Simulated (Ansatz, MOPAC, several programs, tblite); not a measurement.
Energy against volume for zincblende CuI, at fixed shape and fractional coordinates, computed by several methods (PBE and r2SCAN, where shown, with plane waves in Ansatz); the cell shown is that of r2SCAN. The symmetry is F-43m (No. 216, cubic); a = 6.024 Å in the conventional setting, 27.33 Å³ an atom. Cu has 4 I at 2.61 Å; I has 4 Cu at 2.61 Å. Spin-unpolarised throughout; all numbers are computed. Energies count from each curve's lowest point; fits are third-order Birch-Murnaghan.

```cif
data_structure
_symmetry_space_group_name_H-M 'F-43m'
_symmetry_Int_Tables_number 216
_cell_length_a 6.0241
_cell_length_b 6.0241
_cell_length_c 6.0241
_cell_angle_alpha 90.000
_cell_angle_beta 90.000
_cell_angle_gamma 90.000
_cell_volume 218.61
loop_
_atom_site_label
_atom_site_type_symbol
_atom_site_symmetry_multiplicity
_atom_site_Wyckoff_symbol
_atom_site_fract_x
_atom_site_fract_y
_atom_site_fract_z
_atom_site_occupancy
Cu1 Cu 4 a 0.00000 0.00000 0.00000 1
I1 I 4 d 0.25000 0.25000 0.75000 1
```

Problem. PBE, on the shape of its own relaxed cell, gives
```tsv
V (Å³/atom)	E (meV/atom)
26.421	13.76
27.264	3.17
28.107	0.00
28.950	2.98
29.793	11.05
```
What equilibrium volume and bulk modulus follow?

Solution. V₀ = 28.09 Å³ an atom and B₀ = 39 GPa.

PM7 (MOPAC), on the shape of the cell shown, as a cluster of 64 atoms at the zone centre:

| V (Å³/atom) | E (meV/atom) |
| --- | --- |
| 24.047 | 389.16 |
| 25.687 | 195.60 |
| 27.326 | 80.96 |
| 28.966 | 21.38 |
| 30.605 | 0.00 |

The lowest point is an end point, so the minimum isn't bracketed.

GFN2-xTB (tblite), on the shape of the cell shown, as a cluster of 64 atoms at the zone centre:
```tsv
V (Å³/atom)	E (meV/atom)
24.047	86.17
25.687	23.03
27.326	0.00
28.966	6.23
30.605	33.34
```
V₀ = 27.73 Å³ an atom and B₀ = 44 GPa.

Problem. r2SCAN, on the shape of its own relaxed cell, gives

| V (Å³/atom) | E (meV/atom) |
| --- | --- |
| 25.687 | 15.17 |
| 26.506 | 3.55 |
| 27.326 | 0.00 |
| 28.146 | 3.20 |
| 28.966 | 12.00 |

What equilibrium volume and bulk modulus follow?

Solution. V₀ = 27.32 Å³ an atom and B₀ = 44 GPa.

GFN1-xTB (tblite), on the shape of the cell shown, as a cluster of 64 atoms at the zone centre:
```
V (Å³/atom)  E (meV/atom)
     24.047        277.16
     25.687        121.08
     27.326         35.66
     28.966          0.00
     30.605          0.08
```
V₀ = 29.76 Å³ an atom and B₀ = 53 GPa.
